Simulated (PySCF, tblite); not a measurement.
# C6H11B2NS: geometry, infrared bands and NMR shifts

Wanted: the infrared bands and NMR shifts of C6H11B2NS (`CSC1=CB(N)C=CB1C`), by calculation.

The runs use tblite 0.8.0 and PySCF 2.14.0, with density-fitted response routines of our own; the level of theory stands in each step. All values are computed, except where a source is named. Atoms are numbered from 0 throughout.

**1. The molecule as given**

21 atoms, charge 0, multiplicity 1; geometry from: force field or distance geometry start.

Bonds of the start (Å): C0–S1 1.83, S1–C2 1.78, C2–C3 1.30, C3–B4 1.58, B4–N5 1.54, B4–C6 1.58, C6–C7 1.33, C7–B8 1.56, B8–C9 1.58, B8–C2 1.57, C0–H10 1.12, C0–H11 1.10, C0–H12 1.11, C3–H13 1.10, N5–H14 1.07, N5–H15 1.04, C6–H16 1.09, C7–H17 1.09, C9–H18 1.11, C9–H19 1.10, C9–H20 1.12.

**2. Geometry optimisation with GFN2-xTB**

Job settings and geometry (Å):

```
{"job": {"kind": "relax", "xc": "GFN2-xTB", "basis": "xTB"}, "charge": 0, "multiplicity": 1}
C      3.466400     0.288500     0.323700
S      2.019500     1.396900     0.122700
C      0.560800     0.397200    -0.101300
C      0.540000    -0.904700    -0.139400
B     -0.764000    -1.768700    -0.332900
N     -0.841900    -3.175400     0.278800
C     -2.107900    -0.966500    -0.528900
C     -2.148200     0.363900    -0.502800
B     -0.811000     1.132300    -0.292800
C     -0.887800     2.684100    -0.007700
H      3.446300    -0.450500    -0.519200
H      4.414900     0.840800     0.291100
H      3.293000    -0.280900     1.257000
H      1.496800    -1.425700    -0.001800
H     -1.021700    -2.978600     1.316200
H     -1.722100    -3.627900    -0.046700
H     -3.056200    -1.493500    -0.672500
H     -3.112600     0.845500    -0.639900
H     -0.097400     3.001600     0.707200
H     -0.806600     3.208400    -0.976200
H     -1.869300     2.930300     0.465200
```

The run is started by

```console
> OMP_NUM_THREADS=1 python probes_run.py task.json out
```

The driver reads the jobs from task.json and runs them one after another.

**Question.** This job is followed by: GFN2-xTB harmonic vibrations, gas phase; GIAO PBE0/pcSseg-1 NMR shielding, non-relativistic, gas phase. What will the session give for the following? strongest single infrared mode (GFN2-xTB); zero-point energy (GFN2-xTB); 13C shifts against TMS (PBE0/pcSseg-1); 1H shifts against TMS (PBE0/pcSseg-1, means over atoms taken as alike); 33S shifts against CS2 (PBE0/pcSseg-1); 11B shifts against BF3·OEt2 (PBE0/pcSseg-1); 15N shifts against NH3 (PBE0/pcSseg-1).

The runs gave:

```
                                                              quantity                                       value
                             strongest single infrared mode (GFN2-xTB)                       1383 cm⁻¹, 241 km/mol
                                          zero-point energy (GFN2-xTB)                              101.9 kcal/mol
                                13C shifts against TMS (PBE0/pcSseg-1)  172.4, 166.8, 161.0, 140.2, 18.5, 10.8 ppm
1H shifts against TMS (PBE0/pcSseg-1, means over atoms taken as alike)      7.59, 7.33, 6.22, 3.90, 2.24, 1.09 ppm
                                33S shifts against CS2 (PBE0/pcSseg-1)                                      68 ppm
                           11B shifts against BF3·OEt2 (PBE0/pcSseg-1)                              60.5, 26.8 ppm
                                15N shifts against NH3 (PBE0/pcSseg-1)                                   107.1 ppm
```

What this shows: Relaxing lowered the energy by 1.465 eV in 154 steps; the close pair that moved most is B4–N5, from 1.536 to 1.390 Å. No mode is imaginary among the 57: a minimum at this level. Unscaled tight-binding wavenumbers are off by several per cent, some by more. Its intensities can rank the bands wrongly. At PBE0/pcSseg-1: The largest span, 344 ppm, is at S1, where the paramagnetic term is -623 ppm.
